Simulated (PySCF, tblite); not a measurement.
# C3H12OSSi2: geometry, infrared bands and NMR shifts

What infrared bands and NMR shifts should C3H12OSSi2 (`CC[SiH2][Si@@H](O)SC`) show?

Computed with tblite 0.8.0 and PySCF 2.14.0, with density-fitted response routines of our own, on a single molecule in the gas phase. Atoms count from 0, in the outputs and in this text.

### Step 1. The starting structure

19 atoms, charge 0, multiplicity 1; geometry from: force field or distance geometry start.

Bonds of the start (Å): C0–C1 1.52, C1–Si2 1.89, Si2–Si3 2.32, Si3–O4 1.64, Si3–S5 2.14, S5–C6 1.81, C0–H7 1.10, C0–H8 1.10, C0–H9 1.10, C1–H10 1.09, C1–H11 1.08, Si2–H12 1.49, Si2–H13 1.48, Si3–H14 1.48, O4–H15 0.97, C6–H16 1.10, C6–H17 1.10, C6–H18 1.10.

### Step 2. Optimising the geometry with GFN2-xTB

What the job is given:

```
{"job": {"kind": "relax", "xc": "GFN2-xTB", "basis": "xTB"}, "charge": 0, "multiplicity": 1}
C     -3.035400     0.203000     0.911200
C     -1.822400     0.316700     0.004500
Si    -0.543600    -1.054000     0.226800
Si     1.211300    -0.667100    -1.236700
O      0.698000    -0.534800    -2.792600
S      2.193500     1.184400    -0.819600
C      3.086900     0.868000     0.719800
H     -3.718700     1.046400     0.724600
H     -3.588500    -0.727500     0.731200
H     -2.771600     0.232500     1.976200
H     -1.336300     1.275600     0.200900
H     -2.155900     0.323700    -1.027900
H     -1.195700    -2.369200    -0.028400
H     -0.053600    -1.056100     1.626500
H      2.217900    -1.748100    -1.141000
H      0.974300     0.287300    -3.229900
H      3.649500     1.762800     1.008300
H      3.791400     0.033800     0.599800
H      2.389200     0.631800     1.538700
```

On the command line:

```console
OMP_NUM_THREADS=1 python probes_run.py task.json out
```

One launch serves the whole session: the jobs run in the order shown.

Standard output:

```text
step      E/eV     max force
  0    -635.72291    0.945
  1    -635.77445    0.520
  2    -635.79209    0.280
  3    -635.79786    0.246
  4    -635.80756    0.307
  5    -635.81302    0.281
  6    -635.81799    0.168
  7    -635.82130    0.137
  8    -635.82486    0.189
  9    -635.82882    0.204
 10    -635.83280    0.164
 11    -635.83608    0.118
 12    -635.83880    0.125
 13    -635.84106    0.148
 14    -635.84300    0.106
 15    -635.84460    0.080
 16    -635.84579    0.083
 17    -635.84684    0.111
 18    -635.84805    0.123
 19    -635.84944    0.099
 20    -635.85093    0.088
 21    -635.85237    0.111
 22    -635.85366    0.117
 23    -635.85473    0.091
 24    -635.85559    0.076
 25    -635.85629    0.052
 26    -635.85691    0.053
 27    -635.85738    0.074
 28    -635.85759    0.160
 29    -635.85814    0.060
 30    -635.85857    0.056
 31    -635.85904    0.067
 32    -635.85935    0.034
 33    -635.85954    0.032
 34    -635.85971    0.030
 35    -635.85985    0.026
 36    -635.85998    0.027
 37    -635.86008    0.021
 38    -635.86017    0.020
 39    -635.86026    0.025
 40    -635.86035    0.023
 41    -635.86043    0.025
 42    -635.86053    0.024
 43    -635.86066    0.037
 44    -635.86086    0.049
 45    -635.86111    0.047
 46    -635.86133    0.042
 47    -635.86151    0.039
 48    -635.86165    0.029
 49    -635.86179    0.031
 50    -635.86191    0.027
 51    -635.86198    0.019
 52    -635.86204    0.021
 53    -635.86210    0.021
 54    -635.86218    0.019
 55    -635.86225    0.018
 56    -635.86230    0.017
 57    -635.86235    0.020
 58    -635.86243    0.026
 59    -635.86253    0.029
 60    -635.86263    0.029
 61    -635.86271    0.021
 62    -635.86276    0.019
 63    -635.86282    0.021
 64    -635.86290    0.030
 65    -635.86298    0.030
 66    -635.86303    0.018
 67    -635.86306    0.015
 68    -635.86309    0.013
 69    -635.86312    0.018
 70    -635.86315    0.016
 71    -635.86316    0.008
```

Wall time 0.65 s (1 thread of Arm Neoverse V1, shared host); peak memory 0.18 GiB.

Along the way: (not every step is listed)

| step | energy from step 0 (eV) | largest force (eV/Å) |
| --- | --- | --- |
| 0 | 0.0000 | 0.9449 |
| 1 | -0.0515 | 0.5201 |
| 2 | -0.0692 | 0.2801 |
| 3 | -0.0750 | 0.2458 |
| 4 | -0.0847 | 0.3066 |
| 5 | -0.0901 | 0.2807 |
| 6 | -0.0951 | 0.1678 |
| 7 | -0.0984 | 0.1371 |
| 8 | -0.1019 | 0.1892 |
| 13 | -0.1182 | 0.1475 |
| 18 | -0.1251 | 0.1234 |
| 23 | -0.1318 | 0.0906 |
| 28 | -0.1347 | 0.1605 |
| 33 | -0.1366 | 0.0317 |
| 38 | -0.1373 | 0.0199 |
| 43 | -0.1378 | 0.0373 |
| 48 | -0.1387 | 0.0294 |
| 53 | -0.1392 | 0.0208 |
| 58 | -0.1395 | 0.0263 |
| 63 | -0.1399 | 0.0215 |
| 66 | -0.1401 | 0.0181 |
| 67 | -0.1402 | 0.0152 |
| 68 | -0.1402 | 0.0127 |
| 69 | -0.1402 | 0.0184 |
| 70 | -0.1402 | 0.0163 |
| 71 | -0.1403 | 0.0079 |

Close pairs (by a distance rule), those that changed most:

| bond | before (Å) | after (Å) | change (Å) |
| --- | --- | --- | --- |
| Si3–S5 | 2.137 | 2.169 | +0.032 |
| Si2–H12 | 1.490 | 1.469 | -0.021 |
| Si3–O4 | 1.644 | 1.623 | -0.021 |
| C1–Si2 | 1.888 | 1.908 | +0.020 |
| O4–H15 | 0.971 | 0.955 | -0.016 |
| C6–H18 | 1.101 | 1.086 | -0.016 |
| C6–H17 | 1.098 | 1.086 | -0.013 |
| C0–H7 | 1.101 | 1.089 | -0.012 |

The next job starts from the end point, and lists it.

### Step 3. Harmonic vibrations with GFN2-xTB

What the job is given:

```
{"job": {"kind": "ir", "xc": "GFN2-xTB", "basis": "xTB"}, "charge": 0, "multiplicity": 1}
C     -3.046040     0.178819     0.944205
C     -1.848971     0.381291     0.022158
Si    -0.515599    -0.970112     0.209709
Si     1.257494    -0.617730    -1.223292
O      0.605569    -0.474283    -2.702859
S      2.342214     1.225086    -0.862430
C      3.053208     0.817095     0.756829
H     -3.786047     0.964777     0.800864
H     -3.523630    -0.778237     0.747149
H     -2.734261     0.191504     1.986183
H     -1.409465     1.362262     0.217539
H     -2.193979     0.403617    -1.013641
H     -1.118219    -2.287585    -0.032098
H     -0.073847    -0.978929     1.618070
H      2.331107    -1.619130    -1.265502
H      1.062283    -0.032977    -3.416030
H      3.639778     1.673019     1.073466
H      3.692174    -0.055722     0.662699
H      2.256427     0.626484     1.469517
```

Standard output:

```text
mode    cm-1     km/mol
  1     -12.9      0.21
  2      50.0      1.09
  3      53.2      3.85
  4      71.6      0.35
  5     103.1      1.03
  6     117.4      0.21
  7     153.9      9.38
  8     181.3      8.61
  9     217.8      0.73
 10     229.2      3.94
 11     268.5      2.79
 12     300.4    100.92
 13     405.3     62.56
 14     421.9     34.98
 15     525.9     28.34
 16     556.2     12.71
 17     639.6    523.90
 18     687.2    131.65
 19     694.9     78.13
 20     701.5     92.20
 21     734.3      6.70
 22     736.7     32.24
 23     803.5    298.10
 24     806.6    211.89
 25     901.3    122.25
 26     951.3      0.09
 27     962.3      3.81
 28     978.4     11.22
 29    1018.1     16.49
 30    1074.2     19.36
 31    1237.5      1.59
 32    1286.2      3.31
 33    1326.0      2.05
 34    1418.6      0.55
 35    1457.2      4.95
 36    1462.4      6.12
 37    1475.4      0.74
 38    1510.0      0.79
 39    1510.6      4.58
 40    2148.3    323.68
 41    2173.9    293.05
 42    2209.2    337.48
 43    2959.0     30.45
 44    2975.7     26.45
 45    3013.2     48.72
 46    3025.8      8.00
 47    3028.4     13.20
 48    3029.7     45.00
 49    3036.4     25.16
 50    3058.5      2.74
 51    3632.3     15.83
```

Wall time 0.9 s (1 thread of Arm Neoverse V1, shared host); peak memory 0.18 GiB.

The strongest bands and the atoms that carry them (share of the mass-weighted mode):

| cm⁻¹ | km/mol | atoms |
| --- | --- | --- |
| 640 | 523.9 | H14 67 %, H13 11 % |
| 687 | 131.7 | H14 76 % |
| 804 | 298.1 | H15 65 %, O4 15 % |
| 807 | 211.9 | H13 41 %, H12 37 %, H15 11 % |
| 901 | 122.2 | O4 52 %, Si3 38 % |
| 2148 | 323.7 | H13 96 % |
| 2174 | 293.1 | H14 96 % |
| 2209 | 337.5 | H12 96 % |

### Step 4. Shielding tensors: PBE0/pcSseg-1

Settings changed since step 3:

```diff
@@ -1,2 +1,2 @@
-{"job": {"kind": "ir", "xc": "GFN2-xTB", "basis": "xTB"}, "charge": 0, "multiplicity": 1}
+{"job": {"kind": "nmr", "xc": "PBE0", "basis": "pcSseg-1"}, "charge": 0, "multiplicity": 1}
 C     -3.046040     0.178819     0.944205
```

Method: GIAO PBE0/pcSseg-1 NMR shielding, non-relativistic, gas phase.

Standard output:

```text
coarse grid: 16656 points
cycle   1  E = -1173.1626988093  dE =  4.463e-01  |g| = 7.762e-01  |ddm| = 3.813e+00
cycle   2  E = -1173.0180459314  dE =  1.447e-01  |g| = 1.161e+00  |ddm| = 1.851e+00
cycle   3  E = -1173.2807947700  dE = -2.627e-01  |g| = 9.758e-02  |ddm| = 1.298e+00
cycle   4  E = -1173.2825233533  dE = -1.729e-03  |g| = 4.355e-02  |ddm| = 1.428e-01
cycle   5  E = -1173.2829761011  dE = -4.527e-04  |g| = 8.007e-03  |ddm| = 5.178e-02
cycle   6  E = -1173.2829927243  dE = -1.662e-05  |g| = 2.703e-03  |ddm| = 1.240e-02
cycle   7  E = -1173.2829944819  dE = -1.758e-06  |g| = 4.204e-04  |ddm| = 3.247e-03
final grid: 144896 points
cycle   8  E = -1173.3350869546  dE = -2.830e-05  |g| = 9.517e-03  |ddm| = 2.470e-02
cycle   9  E = -1173.3350722471  dE =  1.471e-05  |g| = 1.245e-02  |ddm| = 1.783e-02
cycle  10  E = -1173.3351072888  dE = -3.504e-05  |g| = 9.330e-04  |ddm| = 1.079e-02
cycle  11  E = -1173.3351074583  dE = -1.695e-07  |g| = 2.378e-04  |ddm| = 1.158e-03
cycle  12  E = -1173.3351074697  dE = -1.141e-08  |g| = 6.198e-05  |ddm| = 2.769e-04
cycle  13  E = -1173.3351074706  dE = -8.595e-10  |g| = 1.878e-05  |ddm| = 7.653e-05
converged SCF energy = -1173.3351074706

GIAO shielding tensors (ppm)
atom      isotropic    diamagn.    paramagn.     s11        s22        s33       span
  0 C      173.074     244.178     -71.104    164.629    166.054    188.539     23.910
  1 C      184.812     254.150     -69.338    177.295    183.610    193.531     16.235
  2 Si     428.547     882.656    -454.110    390.943    398.700    495.997    105.054
  3 Si     339.800     878.557    -538.757    286.277    347.295    385.827     99.551
  4 O      314.617     388.339     -73.722    276.723    312.092    355.038     78.315
  5 S      699.416    1060.080    -360.664    574.259    637.107    886.883    312.623
  6 C      176.980     252.372     -75.392    167.161    172.125    191.654     24.494
  7 H       30.121      27.040       3.082     24.704     27.446     38.214     13.510
  8 H       30.646      28.038       2.608     25.910     28.956     37.072     11.162
  9 H       30.688      28.964       1.724     25.947     29.281     36.836     10.889
 10 H       30.749      33.986      -3.238     24.641     30.774     36.832     12.191
 11 H       30.740      32.640      -1.900     24.678     30.655     36.888     12.210
 12 H       28.038      30.785      -2.747     24.516     26.256     33.343      8.827
 13 H       28.116      31.470      -3.354     24.822     27.275     32.250      7.428
 14 H       25.568      29.174      -3.605     22.278     23.916     30.510      8.232
 15 H       30.287      30.720      -0.433     21.466     25.812     43.584     22.118
 16 H       29.735      29.028       0.707     24.163     26.695     38.345     14.183
 17 H       29.862      29.669       0.193     24.536     27.295     37.754     13.218
 18 H       29.924      32.695      -2.771     23.172     29.524     37.075     13.903
```

Run time: 36 s. Hardware: 1 thread of Arm Neoverse V1, shared host; peak memory 0.9 GiB.

Shifts follow as δ = σ(reference) − σ, with reference shieldings (ppm) from runs at the same level and on the same kind of geometry: 1H TMS 31.72, 13C TMS 186.9, 29Si TMS 349.2, 17O H2O 336.1, 33S CS2 504. The references are single molecules in the gas phase, so shifts against H2O, NH3, PH3, H3PO4 or CFCl3 are not on the usual liquid scales and can be off by tens of ppm. Atoms listed in one row are averaged.

| atoms | environment | σ (ppm) | δ (ppm) | δ scaled to CDCl3 |
| --- | --- | --- | --- | --- |
| C0 | methyl carbon | 173.1 | 13.9 | 11.6 |
| C6 | methyl carbon bonded to S | 177.0 | 9.9 | 3.4 |
| C1 | sp3 CH2 bonded to Si | 184.8 | 2.1 | 0.1 |
| H14 | hydrogen on a silicon bonded to O, S, Si | 25.57 | 6.15 | – |
| H12 | hydrogen on a silicon bonded to C, Si | 28.04 | 3.68 | – |
| H13 | hydrogen on a silicon bonded to C, Si | 28.12 | 3.60 | – |
| H16, H17, H18 | hydrogen on a methyl carbon bonded to S | 29.84 | 1.88 | 1.87 |
| H15 | hydrogen on an oxygen bonded to Si | 30.29 | 1.43 | – |
| H7, H8, H9 | hydrogen on a methyl carbon | 30.49 | 1.23 | 1.27 |
| H11 | hydrogen on an sp3 CH2 bonded to Si | 30.74 | 0.98 | 1.03 |
| H10 | hydrogen on an sp3 CH2 bonded to Si | 30.75 | 0.97 | 1.02 |
| Si3 | silicon bonded to O, S, Si, H | 339.8 | 9.4 | – |
| Si2 | silicon bonded to C, Si, 2 H | 428.5 | -79.4 | – |
| O4 | oxygen bonded to Si, H | 314.6 | 21.5 | – |
| S5 | sulfur bonded to C, Si | 699 | -196 | – |

The scaled column applies a straight-line fit of computed shieldings to shifts measured in CDCl3, with any fitted terms for Cl, Br or S neighbours (root-mean-square error 0.16 ppm for H, 1.9 ppm for C).

The run also stored atomic charges by several schemes (e):

| atoms | Mulliken | IAO | Hirshfeld | ESP fit |
| --- | --- | --- | --- | --- |
| C0 | -0.27 | -0.41 | -0.12 | -0.24 |
| C1 | -0.57 | -0.51 | -0.15 | 0.20 |
| Si2 | 0.30 | 0.42 | 0.24 | 0.25 |
| Si3 | 0.67 | 0.81 | 0.30 | 0.43 |
| O4 | -0.56 | -0.79 | -0.31 | -0.67 |
| S5 | -0.34 | -0.22 | -0.13 | -0.33 |
| C6 | -0.41 | -0.50 | -0.12 | -0.28 |

Mayer bond orders: C0–C1 1.05, C1–Si2 0.92, Si2–Si3 0.87, Si3–O4 1.02, Si3–S5 0.91, S5–C6 1.00.

### Step 5. Results

| quantity | value |
| --- | --- |
| strongest single infrared mode (GFN2-xTB) | 640 cm⁻¹, 524 km/mol |
| zero-point energy (GFN2-xTB) | 89.1 kcal/mol |
| 13C shifts against TMS (PBE0/pcSseg-1) | 13.9, 9.9, 2.1 ppm |
| 1H shifts against TMS (PBE0/pcSseg-1, means over atoms taken as alike) | 6.15, 3.68, 3.60, 1.88, 1.43, 1.23, 0.98, 0.97 ppm |
| 29Si shifts against TMS (PBE0/pcSseg-1) | 9.4, -79.4 ppm |
| 17O shifts against H2O (PBE0/pcSseg-1) | 21.5 ppm |
| 33S shifts against CS2 (PBE0/pcSseg-1) | -196 ppm |

**Reading.** Relaxing lowered the energy by 0.140 eV in 71 steps; the close pair that moved most is Si3–S5, from 2.137 to 2.169 Å. The lowest mode is slightly imaginary (13i cm⁻¹), a soft motion within the noise of the Hessian, so the minimum is not strictly shown. The strongest single mode, at 640 cm⁻¹, moves mainly H14. Unscaled tight-binding wavenumbers are off by several per cent, some by more. Its intensities can rank the bands wrongly. At PBE0/pcSseg-1: The largest span, 313 ppm, is at S5, where the paramagnetic term is -361 ppm.
